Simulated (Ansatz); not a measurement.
**SrAl2H2 (P-3m1): relaxations under a series of pressures in Python**

How does SrAl2H2 (P-3m1) give way under pressure? Aim: relaxations under a series of pressures, for SrAl2H2 (P-3m1), run from a script.

All numbers are computed with Ansatz 0.2.0 through its Python package. Level of theory: DFT PBEsol, plane waves, PAW.

## (1) The system

It takes space group P-3m1 (No. 164, trigonal). Conventional cell: a = 4.525 Å, b = 4.525 Å, c = 4.721 Å, α = 90.00°, β = 90.00°, γ = 120.00°. Sr (site symmetry -3m) is surrounded by 6 H at 2.65 Å. Al (site symmetry 3m) has 1 H at 1.71 Å as nearest neighbours. Around H (site symmetry 3m) lie 1 Al at 1.71 Å.

The script holds or builds the structure itself.

## (2) Script

File compress_sral2h2.py:

```python
'''Volume and enthalpy of SrAl2H2 against pressure.'''

import argparse

import ansatz as az
import numpy as np
import pandas as pd

parser = argparse.ArgumentParser(description='Volume and enthalpy of SrAl2H2 against pressure.')
parser.add_argument('--functional', required=True, help='exchange-correlation functional')
parser.add_argument('--k-length', type=int, required=True, help='k-point sampling')
parser.add_argument('--occupations', default='Fermi-Dirac', help='how the bands are filled')
parser.add_argument('--sigma', type=float, required=True, help='smearing width (eV)')
args = parser.parse_args()

def edges_and_angles(cell):
    cell = np.asarray(cell)
    a, b, c = np.linalg.norm(cell, axis=1)
    cosines = cell[1] @ cell[2] / (b * c), cell[0] @ cell[2] / (a * c), cell[0] @ cell[1] / (a * b)
    return (a, b, c, *np.degrees(np.arccos(cosines)))

structure = (
    az.Lattice.of((4.5253, 0.0, 0.0), (-2.26265, 3.919025, 0.0), (0.0, 0.0, 4.7214))
    .atom('Sr', (0.0, 0.0, 0.0))
    .atom('Al', (1 / 3, 2 / 3, 0.4589))
    .atom('Al', (2 / 3, 1 / 3, 0.5411))
    .atom('H', (1 / 3, 2 / 3, 0.0976))
    .atom('H', (2 / 3, 1 / 3, 0.9024))
)

calculation = (
    structure.calculation()
    .functional(args.functional)
    .kpoints(length=args.k_length)  # sampling of the Brillouin zone
    .occupations(args.occupations, width=args.sigma)  # smearing steadies the SCF of a metal
)

# H = F + PV, with 1 GPa A^3 = 1/160.21766 eV
rows = []
for pressure in [0, 10, 20, 30, 40]:
    out = calculation.relax(cell=True, pressure=pressure).run(threads=1)
    cell = out.lattice.cell_ang
    n_atoms = len(out.lattice.sites)
    volume = abs(np.linalg.det(cell)) / n_atoms
    enthalpy = out.report['free_energy_ev'] / n_atoms + pressure * volume / 160.21766
    rows.append((pressure, volume, enthalpy, *edges_and_angles(cell)))
    print(f'{pressure} GPa done: {volume:.4f} A^3/atom')

table = pd.DataFrame(rows, columns=['P_GPa', 'V_A3_atom', 'H_eV_atom', 'a', 'b', 'c', 'alpha', 'beta', 'gamma'])
print(table.round(4).to_string(index=False))
p, v = np.array([row[0] for row in rows], float), np.array([row[1] for row in rows])
print('mean bulk modulus between rows (GPa):', np.round(-np.diff(p) / np.diff(np.log(v)), 1))
```

## (3) Launch

Started as:

```sh
$ python compress_sral2h2.py --functional pbesol --k-length 20 --sigma 0.15
```

**Question.** How far does the cell shrink over this series of pressures, and what bulk modulus does the first step imply?

The runs gave:

```
                                   quantity              value
bulk modulus between neighbouring pressures  53.4 to 180.2 GPa
                              runs compared                  5
                            range of energy    437.12 meV/atom
```

The crystal stiffens as it is compressed. The volume falls from 15.98 Å³ an atom at 0 GPa to 10.62 at 40 GPa, by 33.5 %. Between 0 and 10 GPa, -V dP/dV is about 53 GPa, a mean over that step. In run 1, over 4 moves the cell shrank by 4.6 % in volume, and the space group stayed P-3m1. In run 5, the volume shrank by 36.6 % over 9 moves under the 40 GPa asked, and within 0.02 Å the space group became P6/mmm. At a fixed pressure a relaxation lowers the enthalpy F + PV, while F alone can rise. Symmetry holds the cell in this phase, so another phase that may be stable under pressure is not reached.
